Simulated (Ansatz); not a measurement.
# C2H2OTe: the cost of one run

Method: RHF/def2-SVP, in Ansatz 0.2.0.

1 further run of the same task is left out (it didn't finish).

### 1 The system as given

Bond lengths: O1–C2 1.276 Å, C2–C3 1.310 Å, C3–Te4 2.032 Å, C3–H5 1.107 Å, Te4–H6 1.767 Å. Angles: O1–C2–C3 178.5°, C2–C3–Te4 123.2°, C2–C3–H5 117.7°, Te4–C3–H5 119.1°, C3–Te4–H6 91.3°.

Coordinates:

```xyz
6

O     0.3288   -2.2032    1.0362
C     0.4021   -1.0769    0.4405
C     0.5049    0.0687   -0.1862
Te   -0.9899    0.8558   -1.3151
H     1.4668    0.6113   -0.1134
H    -1.6707    1.6804    0.0919
```

### 2 End point A

input.yaml reads:

```yaml
crystal:
  periodic: [false, false, false]
  atoms:
    - { symbol: O, position_ang: [0.3288, -2.2032, 1.0362] }
    - { symbol: C, position_ang: [0.4021, -1.0769, 0.4405] }
    - { symbol: C, position_ang: [0.5049, 0.0687, -0.1862] }
    - { symbol: Te, position_ang: [-0.9899, 0.8558, -1.3151] }
    - { symbol: H, position_ang: [1.4668, 0.6113, -0.1134] }
    - { symbol: H, position_ang: [-1.6707, 1.6804, 0.0919] }
basis:
  gaussian: { orbitals: def2-SVP }
hamiltonian:
  xc: hf
relax:
  f_tol: 0.015
  max_steps: 40
```

Command:

```
$ ansatz run input.yaml --threads 1 --pin off --max-ram 2048MiB --backend cpu --events-out ev --progress --plain --runs-dir out
```

**Question.** How long does this run take on 1 thread of Intel Xeon 6975P-C (Granite Rapids), shared host, and how much memory does it need?

About 18 s, with a peak of 0.17 GiB.
